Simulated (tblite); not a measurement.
# C6H9BF2Se: the cost of one run

Programs: tblite 0.8.0 and PySCF 2.14.0, with density-fitted response routines of our own. Each step states its level of theory. These are calculated values for one molecule in the gas phase, unless marked as measured. Atoms count from 0, in the outputs and in this text.

### 1 The starting structure

19 atoms, charge 0, multiplicity 1; geometry from: force field or distance geometry start.

Bonds of the start (Å): C0–C1 1.23, C1–C2 1.46, C2–C3 1.48, C2–Se4 1.94, Se4–C5 1.92, C5–C6 1.52, C5–B7 1.59, B7–F8 1.44, B7–F9 1.46, C0–H10 1.05, C2–H11 1.13, C3–H12 1.13, C3–H13 1.14, C3–H14 1.12, C5–H15 1.12, C6–H16 1.12, C6–H17 1.11, C6–H18 1.10.

### 2 Geometry optimisation with GFN2-xTB

What the job is given:

```
{"job": {"kind": "relax", "xc": "GFN2-xTB", "basis": "xTB"}, "charge": 0, "multiplicity": 1}
C      3.080300     1.747900    -0.283800
C      2.428700     0.759400    -0.610600
C      1.664800    -0.425700    -0.992000
C      1.785400    -1.461800     0.054000
Se    -0.158100     0.042300    -1.446700
C     -1.337000     0.223600     0.063500
C     -2.310100     1.327700    -0.298700
B     -2.241700    -1.063800     0.299500
F     -3.378600    -0.909500     1.176100
F     -2.307600    -2.018600    -0.802600
H      3.625200     2.602600    -0.027700
H      2.102200    -0.872000    -1.927800
H      2.231600    -1.065000     1.014700
H      2.530000    -2.239900    -0.306400
H      0.812600    -1.947700     0.306000
H     -0.811300     0.531500     1.001200
H     -3.347700     1.079000     0.054100
H     -2.036800     2.296100     0.161500
H     -2.341700     1.403400    -1.396100
```

The run is started by

```sh
OMP_NUM_THREADS=1 python probes_run.py task.json out
```

This one command runs all jobs of the session in turn.

Q: Estimate the wall time and peak memory of this first job on 1 thread of Arm Neoverse N1, shared host.

About 2.8 s, with a peak of 0.18 GiB.
